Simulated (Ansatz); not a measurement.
**BF3 + SiH4: a complex and its separated parts**

Aim: how far the complex at one end of a reaction step lies below its separated, relaxed parts, level by level.

Program: Ansatz 0.2.0, Gaussian basis. Level of theory: PBE0-D4/def2-TZVP structures, single points in def2-TZVPP, no counterpoise correction. These are calculated values, not measurements.

Levels: SPW92, PBE-D4, BLYP-D4, r2SCAN-D4, B97M-V, PBE0-D4, B3LYP-D4, r2SCAN0-D4, BHLYP-D4, CAM-B3LYP-D4, wB97X-V, wB97M-V, B2PLYP, PBE-QIDH, RPA on PBE, Hartree-Fock, MP2, CCSD, CCSD(T).

Cores are frozen in the correlated methods. B3LYP uses VWN-RPA correlation. B2PLYP carries no dispersion term here.

94 further runs of the same task are left out: 94 set aside as unsound or not needed.

## Step 1: The system as given

The complex: 9 atoms, charge 0, spin multiplicity 1.

Atoms are counted from 1 here; the program's logs count them from 0.

Bond lengths: B1–F3 1.312 Å, B1–F4 1.312 Å, B1–F6 1.312 Å, Si2–H5 1.489 Å, Si2–H7 1.483 Å, Si2–H8 1.483 Å, Si2–H9 1.483 Å. Angles: F3–B1–F4 120.0°, F3–B1–F6 120.0°, F4–B1–F6 120.0°, H5–Si2–H7 109.2°, H5–Si2–H8 108.7°, H5–Si2–H9 108.7°, H7–Si2–H8 110.1°, H7–Si2–H9 110.1°, H8–Si2–H9 110.1°.

Coordinates:

```
B    -0.73822   -1.79822    0.58074
Si    0.59133    1.45256   -0.46986
F    -1.11624   -1.84329   -0.67510
F    -1.40417   -1.06270    1.43942
H     0.97521    0.13050    0.09687
F     0.28245   -2.51607    0.98462
H    -0.87903    1.49253   -0.65999
H     1.01093    2.51522    0.47610
H     1.27775    1.62936   -1.77279
```

Its parts: BF3 holds atoms 1, 3, 4, 6; SiH4 holds atoms 2, 5, 7, 8, 9. Each part counts its atoms afresh in its own runs.

## Step 2: Relaxing BF3 alone

Contents of relax-a/in.yaml:

```yaml
crystal:
  periodic: [false, false, false]
  atoms:
    - {symbol: B, position_ang: [-0.738224, -1.798218, 0.580745]}
    - {symbol: F, position_ang: [-1.116242, -1.843291, -0.675104]}
    - {symbol: F, position_ang: [-1.404172, -1.062702, 1.439421]}
    - {symbol: F, position_ang: [0.282448, -2.516067, 0.984622]}
basis:
  gaussian: {orbitals: def2-TZVP}
hamiltonian: {xc: pbe0, dispersion: d4}
relax: {f_tol: 0.005, max_steps: 200}
```

Run with:

```bash
ansatz run in.yaml --threads 4 --pin off --events-out ev --progress --plain --max-ram 9574MiB
```

The runs that follow: Relaxing SiH4 alone; SPW92/def2-TZVPP; PBE-D4/def2-TZVPP; BLYP-D4/def2-TZVPP; r2SCAN-D4/def2-TZVPP; B97M-V/def2-TZVPP; PBE0-D4/def2-TZVPP; B3LYP-D4/def2-TZVPP; r2SCAN0-D4/def2-TZVPP; BHLYP-D4/def2-TZVPP; CAM-B3LYP-D4/def2-TZVPP; wB97X-V/def2-TZVPP; wB97M-V/def2-TZVPP; B2PLYP/def2-TZVPP; PBE-QIDH/def2-TZVPP; RPA on PBE/def2-TZVPP; CCSD(T)/def2-TZVPP; Vibrations of BF3; Vibrations of SiH4.

Q: Predict the outcome of this session. Wanted: complex less parts, CCSD(T)/def2-TZVPP; with zero-point energy; largest T1 diagnostic.

**Answer**, as computed:

| quantity | value |
| --- | --- |
| complex less parts, CCSD(T)/def2-TZVPP | -1.23 kcal/mol |
| with zero-point energy | -0.70 kcal/mol |
| largest T1 diagnostic | 0.012 |

At CCSD(T) the complex lies 1.23 kcal/mol below its parts. Among the functionals BLYP-D4 lands nearest to CCSD(T) (-0.10 kcal/mol) and SPW92 farthest (-1.47 kcal/mol). By rung, the mean size of the error is: LDA 1.47, GGA 0.29, meta-GGA 0.42, hybrid 0.32, range-separated hybrid 0.38, double hybrid 0.57 kcal/mol. PBE-D4 gives a relative energy 0.47 kcal/mol too low, an error of 38 % of the reference. The complex's frequency run has imaginary modes: the structure is no minimum, so both the energy and the zero-point correction are in doubt. No counterpoise was applied, and triple zeta lacks some correlation, so the CCSD(T) reference has a basis error of its own, and close matches with it are partly luck.
